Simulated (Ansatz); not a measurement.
Input:

```yaml
accuracy: low
crystal:
  lattice:
    - [-2.88609, -4.998855, 0.0]
    - [4.329135, -2.499427, 0.0]
    - [0.0, 0.0, 5.64834]
  atoms:
    - { symbol: W, position: [0.75, 0.5, 0.0] }
    - { symbol: C, position: [0.5, 0.6666667, 0.25] }
    - { symbol: W, position: [0.75, 0.5, 0.5] }
    - { symbol: C, position: [0.5, 0.6666667, 0.75] }
    - { symbol: W, position: [0.5, 0.0, 0.0] }
    - { symbol: C, position: [0.25, 0.1666667, 0.25] }
    - { symbol: W, position: [0.5, 0.0, 0.5] }
    - { symbol: C, position: [0.25, 0.1666667, 0.75] }
    - { symbol: W, position: [0.25, 0.5, 0.0] }
    - { symbol: C, position: [0.0, 0.6666667, 0.25] }
    - { symbol: W, position: [0.25, 0.5, 0.5] }
    - { symbol: C, position: [0.0, 0.6666667, 0.75] }
    - { symbol: W, position: [0.0, 0.0, 0.0] }
    - { symbol: C, position: [0.75, 0.1666667, 0.25] }
    - { symbol: W, position: [0.0, 0.0, 0.5] }
    - { symbol: C, position: [0.75, 0.1666667, 0.75] }
basis:
  ecutwfc: 420.0
kpoints:
  mp_grid: { grid: [3, 3, 3] }
hamiltonian:
  xc: pbesol
  pseudopotentials: { kind: paw, azcp: { folder: soft_1 } }
scf:
  occupations: { method: fermi_dirac, width: 0.17 }
  lower_state_search: "off"
md:
  timestep: 1
  n_steps: 160
  ensemble: nvt_langevin
  temperature: 2000.0
  initial_velocities: maxwell_boltzmann
  seed: 507571
  friction: 0.02
```

Launched with:

```bash
$ ansatz run input.yaml --threads 2 --pin off --max-ram 5120MiB --backend cpu --events-out ev --progress --plain --runs-dir out
```

Hardware: 2 threads of Arm Neoverse V1, on a shared host.

Question: Roughly how long does this run take, and how much memory?

Answer: 27 min, with a peak of 0.62 GiB, for 161 ionic steps.
